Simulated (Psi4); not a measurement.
# Si3NH9 (trisilylamine): r2SCAN/6-31G(d) (spherical functions)

What is the energy change on altering one bond length of Si3NH9 (trisilylamine) at r2SCAN/6-31G* (spherical functions)? 

Program for the calculation: Psi4 1.11.

1 further run of the same task is left out (set aside as unsound or not needed).

## 1. The molecule

Si3NH9: 13 atoms, total charge 0, spin state singlet. SMILES: `[SiH3]N([SiH3])[SiH3]`. Geometry: relaxed at PBE0-D4/def2-TZVP.

Bond lengths: Si1–N2 1.735 Å, N2–Si3 1.735 Å, N2–Si4 1.735 Å, Si1–H5 1.488 Å, Si1–H6 1.487 Å, Si1–H7 1.487 Å, Si3–H8 1.487 Å, Si3–H9 1.487 Å, Si3–H10 1.488 Å, Si4–H11 1.487 Å, Si4–H12 1.488 Å, Si4–H13 1.487 Å. Some angles: Si1–N2–Si3 120.0°, Si1–N2–Si4 120.0°, Si3–N2–Si4 120.0°, N2–Si1–H5 107.2°, N2–Si1–H6 111.4°, N2–Si1–H7 111.4°, N2–Si3–H8 111.4°, N2–Si3–H9 111.4°, N2–Si3–H10 107.2°, N2–Si4–H11 111.4°.

## 2. Energy and forces at r2SCAN/6-31G(d) (spherical functions)

The input, run_ase.py:

```python
import numpy as np
from ase.calculators.psi4 import Psi4
from ase import Atoms

a = Atoms(['Si', 'N', 'Si', 'Si', 'H', 'H', 'H', 'H', 'H', 'H', 'H', 'H', 'H'], positions=[
    [-0.519450, 1.440730, -0.815850],
    [-0.000690, -0.000090, 0.000350],
    [0.784860, 0.112060, 1.543580],
    [-0.265590, -1.552910, -0.727470],
    [-1.148110, 1.019270, -2.096710],
    [-1.512750, 2.195720, -0.007190],
    [0.625850, 2.343510, -1.105390],
    [0.020170, -0.607680, 2.596110],
    [2.158120, -0.455830, 1.496860],
    [0.862760, 1.555850, 1.894200],
    [-1.713780, -1.813530, -0.940290],
    [0.285610, -2.575110, 0.202450],
    [0.422990, -1.661990, -2.040670],
])
calc = Psi4(atoms=a, method='r2scan', basis='6-31G*', memory='1600MB', num_threads=1, charge=0, multiplicity=1, label='psi4-calc', reference='rks')
calc.psi4.set_options({'puream': True, 'e_convergence': 1e-09, 'd_convergence': 1e-08, 'scf_type': 'pk', 'dft_radial_points': 99, 'dft_spherical_points': 590})
a.calc = calc

forces = a.get_forces()
print(f'energy: {a.get_potential_energy():.6f} eV')
print('forces / eV A^-1')
print(np.round(forces, 5))
```

On the command line:

```sh
$ python run_ase.py
```

psi4-calc.dat, cut to the lines that bear on the results:

```text
[...]
  Running in c1 symmetry.
[...]
  Nuclear repulsion =  292.486262553161453
[...]
  Multiplicity = 1
[...]
  Nalpha       = 29
  Nbeta        = 29
[...]
    Number of basis functions: 86
[...]
   @RKS iter   1:  -928.16866022791555   -1.46635e-01   9.59738e-03 ADIIS/DIIS
[...]
   @RKS iter  10:  -928.50280960571240   -2.84217e-12   1.98474e-09 DIIS
[...]
    Orbital Energies [Eh]
    ---------------------
    Doubly Occupied:
       1A    -65.837996     2A    -65.837992     3A    -65.837984
       4A    -14.158353     5A     -5.218052     6A     -5.218047
       7A     -5.218036     8A     -3.560411     9A     -3.560406
      10A     -3.560400    11A     -3.559075    12A     -3.559068
      13A     -3.559062    14A     -3.558493    15A     -3.558487
      16A     -3.558482    17A     -0.810752    18A     -0.526074
      19A     -0.526067    20A     -0.468669    21A     -0.379310
      22A     -0.379302    23A     -0.365167    24A     -0.321577
      25A     -0.321551    26A     -0.316365    27A     -0.316354
      28A     -0.309595    29A     -0.238368
[...]
  @RKS Final Energy:  -928.50280960571240
   => Energetics <=
    Nuclear Repulsion Energy =            292.4862625531614526
    One-Electron Energy =               -1866.0379085898505309
    Two-Electron Energy =                 718.0639801111251472
    DFT Exchange-Correlation Energy =     -73.0151436801484266
    Empirical Dispersion Energy =           0.0000000000000000
    VV10 Nonlocal Energy =                  0.0000000000000000
    Total Energy =                       -928.5028096057124003
[...]
 Multipole Moments:
 ------------------------------------------------------------------------------------
     Multipole            Electronic (a.u.)      Nuclear  (a.u.)        Total (a.u.)
 ------------------------------------------------------------------------------------
 L = 1.  Multiply by 2.5417464519 to convert [e a0] to [Debye]
 Dipole X            :         -0.0016019            0.0019030            0.0003010
 Dipole Y            :         -0.0006603            0.0005445           -0.0001158
 Dipole Z            :          0.0017363           -0.0015026            0.0002336
 Magnitude           :                                                    0.0003983
[...]
  -Total Gradient:
     Atom            X                  Y                   Z
    ------   -----------------  -----------------  -----------------
       1        0.001419225670    -0.003497713656     0.002261767866
       2       -0.000010080780    -0.000005493274    -0.000013356462
       3       -0.001959598101    -0.000569436222    -0.003904261904
       4        0.000572247616     0.004040261233     0.001667577485
       5        0.000393649655    -0.000429991717     0.000710981834
       6        0.000785747590    -0.001113652490    -0.000078870095
       7       -0.000399378487    -0.001202601277     0.000533804206
       8        0.000040610109     0.000370332338    -0.001315281778
       9       -0.001142548113     0.000295142506    -0.000717479644
      10       -0.000326566532    -0.000478187592    -0.000708159456
      11        0.000958562238     0.000878386513     0.000466578496
      12       -0.000066889263     0.000912988591    -0.000000041837
[...]
```

Standard output:

```text
energy: -25265.848377 eV
forces / eV A^-1
[[-0.07298  0.17986 -0.1163 ]
 [ 0.00052  0.00028  0.00069]
 [ 0.10077  0.02928  0.20077]
 [-0.02943 -0.20776 -0.08575]
 [-0.02024  0.02211 -0.03656]
 [-0.0404   0.05727  0.00406]
 [ 0.02054  0.06184 -0.02745]
 [-0.00209 -0.01904  0.06763]
 [ 0.05875 -0.01518  0.03689]
 [ 0.01679  0.02459  0.03642]
 [-0.04929 -0.04517 -0.02399]
 [ 0.00344 -0.04695  0.     ]
 [ 0.01385 -0.04101 -0.05594]]
```

Wall time 56 s (1 thread of Intel Xeon 6975P-C (Granite Rapids), shared host); peak memory 1 GiB.

## 3. The distorted shape at the same level

The input, h9nsi3.py:

```python
import psi4

psi4.set_memory('1600 MB')
psi4.set_num_threads(1)
psi4.set_output_file('psi4.out', False)

geom = psi4.geometry("""
0 1
Si    -0.205140     1.651447    -0.175461
N      0.313620     0.210627     0.640739
Si     1.099170     0.322777     2.183969
Si     0.048720    -1.342193    -0.087081
H     -1.148110     1.019270    -2.096710
H     -1.198440     2.406437     0.633199
H      0.940160     2.554227    -0.465001
H      0.334480    -0.396963     3.236499
H      2.472430    -0.245113     2.137249
H      1.177070     1.766567     2.534589
H     -1.399470    -1.602813    -0.299901
H      0.599920    -2.364393     0.842839
H      0.737300    -1.451273    -1.400281
symmetry c1
no_reorient
no_com
""")

psi4.set_options({
    'basis': '6-31G*',
    'puream': True,
    'e_convergence': 1e-09,
    'd_convergence': 1e-08,
    'scf_type': 'pk',
    'dft_radial_points': 99,
    'dft_spherical_points': 590,
})

result, w = psi4.gradient('r2scan', return_wfn=True)
psi4.oeprop(w, 'WIBERG_LOWDIN_INDICES', 'LOWDIN_CHARGES', 'MAYER_INDICES', title='R2SCAN')
print('gradient / Eh bohr^-1')
print(result.np.round(6))
print(f'energy = {w.energy():.10f} Eh')
```

On the command line:

```sh
$ python h9nsi3.py
```

psi4.out, cut to the lines that bear on the results:

```text
[...]
  Running in c1 symmetry.
[...]
  Nuclear repulsion =  289.967799333623532
[...]
  Multiplicity = 1
[...]
  Nalpha       = 29
  Nbeta        = 29
[...]
    Number of basis functions: 86
[...]
   @RKS iter   1:  -928.07398856277382   -1.76528e-01   9.79860e-03 DIIS/ADIIS
[...]
   @RKS iter  12:  -928.43155799455656   -2.27374e-12   3.03236e-09 DIIS
[...]
  @RKS Final Energy:  -928.43155799455656
   => Energetics <=
    Nuclear Repulsion Energy =            289.9677993336235318
    One-Electron Energy =               -1860.4413907625521460
    Two-Electron Energy =                 714.9287947846648876
    DFT Exchange-Correlation Energy =     -72.8867613502928435
    Empirical Dispersion Energy =           0.0000000000000000
    VV10 Nonlocal Energy =                  0.0000000000000000
    Total Energy =                       -928.4315579945565560
[...]
  -Total Gradient:
     Atom            X                  Y                   Z
    ------   -----------------  -----------------  -----------------
       1        0.020917090109     0.013289733679     0.042485773049
       2        0.003411634874    -0.004740618847     0.006006982406
       3       -0.003167283415    -0.000878674407    -0.006290698466
       4        0.002747825006     0.008170956078     0.006473587751
       5       -0.025799130667    -0.017120048195    -0.052543210875
       6        0.002788474294     0.000209060926     0.002839870596
       7        0.000664453734     0.000055144704     0.003934339581
       8        0.000281176915     0.000113038467    -0.000781625924
       9       -0.000819867351     0.000043793313    -0.000226932088
      10       -0.000199246912    -0.000677211261    -0.000487423981
      11        0.000288281748     0.000711259299    -0.000387855879
      12       -0.000445110251     0.000246498124    -0.000829219503
[...]
```

Standard output:

```text
gradient / Eh bohr^-1
[[ 2.0917e-02  1.3290e-02  4.2486e-02]
 [ 3.4120e-03 -4.7410e-03  6.0070e-03]
 [-3.1670e-03 -8.7900e-04 -6.2910e-03]
 [ 2.7480e-03  8.1710e-03  6.4740e-03]
 [-2.5799e-02 -1.7120e-02 -5.2543e-02]
 [ 2.7880e-03  2.0900e-04  2.8400e-03]
 [ 6.6400e-04  5.5000e-05  3.9340e-03]
 [ 2.8100e-04  1.1300e-04 -7.8200e-04]
 [-8.2000e-04  4.4000e-05 -2.2700e-04]
 [-1.9900e-04 -6.7700e-04 -4.8700e-04]
 [ 2.8800e-04  7.1100e-04 -3.8800e-04]
 [-4.4500e-04  2.4600e-04 -8.2900e-04]
 [-5.5800e-04  6.6200e-04  3.3000e-05]]
energy = -928.4315579946 Eh
```

Wall time 61 s (1 thread of Intel Xeon 6975P-C (Granite Rapids), shared host); peak memory 1.1 GiB.

## 4. Outcome

At r2SCAN/6-31G* (spherical functions):

```
                                                          quantity          value
                                         first shape: total energy  -928.50281 Eh
                                        first shape: dipole moment         0.00 D
                                          first shape: HOMO energy       -6.49 eV
                                          first shape: LUMO energy       -0.51 eV
                                        first shape: HOMO–LUMO gap        5.98 eV
                             first shape: largest force on an atom     0.227 eV/Å
                                     distorted shape: total energy  -928.43156 Eh
                                    distorted shape: dipole moment         1.29 D
                                      distorted shape: HOMO energy       -6.71 eV
                                      distorted shape: LUMO energy       -1.84 eV
                                    distorted shape: HOMO–LUMO gap        4.87 eV
                         distorted shape: largest force on an atom     3.136 eV/Å
energy change with the Si1–H5 bond stretched from 1.488 to 2.232 Å       1.939 eV
```

With the Si1–H5 bond stretched from 1.488 to 2.232 Å the energy rises by 1.94 eV (187 kJ/mol). The first shape isn't relaxed at this level, so the change isn't measured from a minimum.
